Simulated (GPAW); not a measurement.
The system is RuSe.

```xyz
2
Lattice="0.0000 2.9063 2.9063 2.9063 0.0000 2.9063 2.9063 2.9063 0.0000" Properties=species:S:1:pos:R:3 pbc="T T T"
Ru    0.0000    0.0000    0.0000
Se    1.4532    1.4532    1.4532
```

The cell comes from a database or a generator and needn't be the stable form of this composition.

Alike in all runs: program GPAW 26.7.0; functional PBE; potentials or basis GPAW PAW data sets (gpaw-data 1.2.1); cutoff 600 eV; basis pw; k mesh 6 × 6 × 6; occupations gaussian, width 0.05 eV.

The same cell was started in several ways:

| start | free energy over the lowest (meV/atom) | net moment (μB) | site or absolute moments (μB) | gap |
| --- | --- | --- | --- | --- |
| collinear spin, ferromagnetic start of up to 2 μB; fixed moment 2 | 239.2 | 2.00 | Ru +1.58; Se +0.07 | - |
| collinear spin, random start of up to 0.91 μB | 0.0 | 0.00 | - | none (metal or under the smearing width) |
| collinear spin, zero start | 0.0 | 0.00 | - | none (metal or under the smearing width) |

Runs with fixed or held moments lie higher by the price of the constraint. A still lower state may exist.

Caveats: the cell is far from rest, so the order of the states can change on relaxing; the total moment is fixed, so each spin has its own Fermi level (some runs).
